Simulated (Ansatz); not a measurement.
# SiGeH2 (singlet): wave-function methods side by side at distance Si1–H3 = 1.676 Å, cc-pVDZ

The task here is to estimate one member of a computed series from the others.

Method: cc-pVDZ, core rule «outside noble gas», up to 19 orbitals frozen; program: Ansatz 0.2.0, Gaussian basis.

The runs, in order: UHF; CCSD(T) on RHF; CCSD(T) on UHF; BCCD(T) on RHF; CISD; CCSDT(Q) on RHF; CCSDT(Q) on UHF; CASSCF and MRCISD+Q, 2 electrons in 2 orbitals; CASSCF and NEVPT2, 2 electrons in 2 orbitals; CASSCF and MRCISD+Q, 10 electrons in 10 orbitals; CASSCF and NEVPT2, 10 electrons in 10 orbitals.

19 further runs of the same task are left out: 2 for a mislabelled method, 11 that didn't finish, 6 set aside as unsound or not needed.

## The system

The geometry derives from a PBE0/def2-TZVP stationary point (not a proven minimum). One bond is set to the value named and the two fragments are kept rigid. No spin-orbit coupling is included. The filled d shell of Ge may be among the frozen orbitals whatever the setting's name suggests; the logs give the count.

4 atoms, charge 0, spin multiplicity 1.

Atoms are counted from 1 here; the program's logs count them from 0.

Bond lengths: Si1–Ge2 2.167 Å, Si1–H3 1.676 Å, Si1–H4 1.620 Å, Ge2–H4 1.851 Å. Angles: Ge2–Si1–H3 163.0°, Ge2–Si1–H4 56.3°, H3–Si1–H4 106.7°, Si1–Ge2–H4 46.8°, Si1–H4–Ge2 76.9°.

Coordinates:

```xyz
4
charge 0, multiplicity 1
Si    0.00000    0.07503    1.52319
Ge    0.00000   -0.00599   -0.64192
H     0.00000   -0.35371    3.14342
H     0.00000   -1.30567    0.67559
```

Set-up of the first run:

The input, in.yaml:

```yaml
crystal:
  periodic: [false, false, false]
  atoms:
    - {symbol: Si, position_ang: [0.000000, 0.075033, 1.523189]}
    - {symbol: Ge, position_ang: [0.000000, -0.005986, -0.641917]}
    - {symbol: H, position_ang: [0.000000, -0.353713, 3.143421]}
    - {symbol: H, position_ang: [0.000000, -1.305675, 0.675595]}
basis:
  gaussian: {orbitals: cc-pVDZ}
magnetization: {spin_polarized: true, initial_magnetization: 0}
hamiltonian: {xc: hf}
output: {orbitals: {seedname: orbitals}}
```

On the command line:

```bash
$ ansatz run in.yaml --threads 1 --pin off --events-out ev --progress --plain --max-ram 2393MiB
```

Steps of the session up to this table: UHF; CCSD(T) on RHF; CCSD(T) on UHF; BCCD(T) on RHF; CISD; CCSDT(Q) on RHF; CCSDT(Q) on UHF; CASSCF and MRCISD+Q, 2 electrons in 2 orbitals; CASSCF and NEVPT2, 2 electrons in 2 orbitals; CASSCF and MRCISD+Q, 10 electrons in 10 orbitals; CASSCF and NEVPT2, 10 electrons in 10 orbitals.

One of the session's tables, all rows but one given; the rest of the session is left out.

| method | from RCCSDT(Q) (meV) |
| --- | --- |
| RHF | +6317.3 |
| UHF | +6225.3 |
| RMP2 | +1228.2 |
| CISD | +947.5 |
| RCCSD | ? |
| RCCSD(T) | +62.8 |
| BCCD(T) | +61.9 |
| RCCSDT | +28.1 |
| RCCSDT(Q) | 0 |
| CASSCF pair | +5786.1 |
| NEVPT2 pair | +1200.5 |
| MRCISD pair | +789.5 |
| MRCISD+Q pair | +111.7 |
| CASSCF valence | +3466.2 |
| NEVPT2 valence | +832.2 |
| MRCISD valence | +248.2 |
| MRCISD+Q valence | +2.3 |

Q: Estimate the row for RCCSD from the others.

The run gave: from RCCSDT(Q) (meV): +376.0. In the column «from RCCSDT(Q) (meV)» it lies between MRCISD valence (+248.2) and MRCISD pair (+789.5).

Not comparable, so not listed: CCSD(T) on UHF; CCSDT(Q) on UHF (they don't share determinant, frozen orbitals or solution with the rows shown, or repeat one).

Limits of these values: Warnings: restricted reference is unstable; spin contamination; large T1 diagnostic.
